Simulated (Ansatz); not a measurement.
# GeIF₂ radical: up Jacob's ladder to CCSD(T)

The task here is to estimate one member of a computed series from the others.

Computed with Ansatz 0.2.0, Gaussian basis. Level: functionals in def2-TZVPP, the program's frozen cores in correlated methods.

The runs, in order: LDA (SPW92), PBE-D4, revPBE-D4, BLYP-D4, r2SCAN-D4, B97M-V, PBE0-D4, B3LYP-D4, r2SCANh-D4, r2SCAN0-D4, HSE06-D4, BHLYP-D4, CAM-B3LYP-D4, LC-ωPBE, ωB97X-V, ωB97M-V, B2PLYP, PBE-QIDH; CCSD(T)/def2-SVP; CCSD(T)/def2-TZVPP; MP2/def2-QZVPP; extrapolation to the limit; RPA on PBE.

### The geometry

The geometry comes from an earlier relaxation with PBE0-D4 in a triple-zeta def2 set; it is a stationary point. I takes the def2 core potential; no spin-orbit term is included.

SMILES `[F][Ge]([F])[I]`, 4 atoms, charge 0, spin multiplicity 2.

Atoms are counted from 1 here; the program's logs count them from 0.

Bond lengths: F1–Ge2 1.730 Å, Ge2–F3 1.730 Å, Ge2–I4 2.526 Å. Angles: F1–Ge2–F3 102.7°, F1–Ge2–I4 109.6°, F3–Ge2–I4 109.6°.

Geometry (Å):

```xyz
4
charge 0, multiplicity 2
F     1.1455    0.7671    0.9904
Ge   -0.2041   -0.1930    0.4897
F     0.5538   -1.6202   -0.1288
I    -1.4398    0.9859   -1.3717
```

Set-up of the first run:

File in.yaml:

```yaml
crystal:
  periodic: [false, false, false]
  atoms:
    - {symbol: F, position_ang: [1.145546, 0.767138, 0.990416]}
    - {symbol: Ge, position_ang: [-0.204066, -0.192950, 0.489654]}
    - {symbol: F, position_ang: [0.553796, -1.620250, -0.128771]}
    - {symbol: I, position_ang: [-1.439777, 0.985861, -1.371699]}
basis:
  gaussian: {orbitals: def2-TZVPP}
magnetization: {spin_polarized: true, initial_magnetization: 1}
hamiltonian: {xc: lda}
output: {orbitals: {seedname: orbitals}}
```

Started as:

```
$ ansatz run in.yaml --threads 4 --pin off --events-out ev --progress --plain --max-ram 10444MiB
```

Steps of the session up to this table: LDA; PBE-D4 (GGA); revPBE-D4 (GGA); BLYP-D4 (GGA); r2SCAN-D4 (meta-GGA); B97M-V (meta-GGA); B3LYP-D4 (hybrid); r2SCANh-D4 (hybrid); r2SCAN0-D4 (hybrid); HSE06-D4 (hybrid); BHLYP-D4 (hybrid); CAM-B3LYP-D4 (range-separated); LC-ωPBE (range-separated); ωB97X-V (range-separated); ωB97M-V (range-separated); B2PLYP (double hybrid); PBE-QIDH (double hybrid).

One of the session's tables, all rows but one given; the rest of the session is left out.

It belongs to the step «Orbital energies across the functionals». 

| functional | HOMO (eV) | LUMO (eV) | gap (eV) |
| --- | --- | --- | --- |
| LDA (SPW92) | -6.63 | -5.90 | 0.73 |
| PBE-D4 | -6.49 | -5.49 | 1.00 |
| revPBE-D4 | -6.44 | -5.35 | 1.10 |
| BLYP-D4 | -6.32 | -5.50 | 0.82 |
| r2SCAN-D4 | -6.93 | -5.24 | 1.69 |
| B97M-V | -6.75 | -5.43 | 1.32 |
| PBE0-D4 | -7.71 | -4.68 | 3.02 |
| B3LYP-D4 | -7.44 | -5.06 | 2.38 |
| r2SCANh-D4 | -7.37 | -4.93 | 2.43 |
| r2SCAN0-D4 | ? | ? | ? |
| HSE06-D4 | -7.32 | -5.05 | 2.27 |
| BHLYP-D4 | -8.73 | -3.92 | 4.82 |
| CAM-B3LYP-D4 | -8.91 | -3.82 | 5.09 |
| LC-ωPBE | -10.22 | -2.44 | 7.78 |
| ωB97X-V | -9.77 | -2.80 | 6.97 |
| ωB97M-V | -9.65 | -2.88 | 6.77 |

Estimate the missing values for r2SCAN0-D4.

Worked estimate for «HOMO (eV)». Against the share of exact exchange, r2SCAN-D4 (0, -6.93), r2SCANh-D4 (0.1, -7.37) give a slope of -4.40 per unit share; at 0.25 the line stands at -8.03.

As computed: HOMO (eV): -8.02; LUMO (eV): -4.48; gap (eV): 3.55. In «HOMO (eV)» the line misses by -0.01.
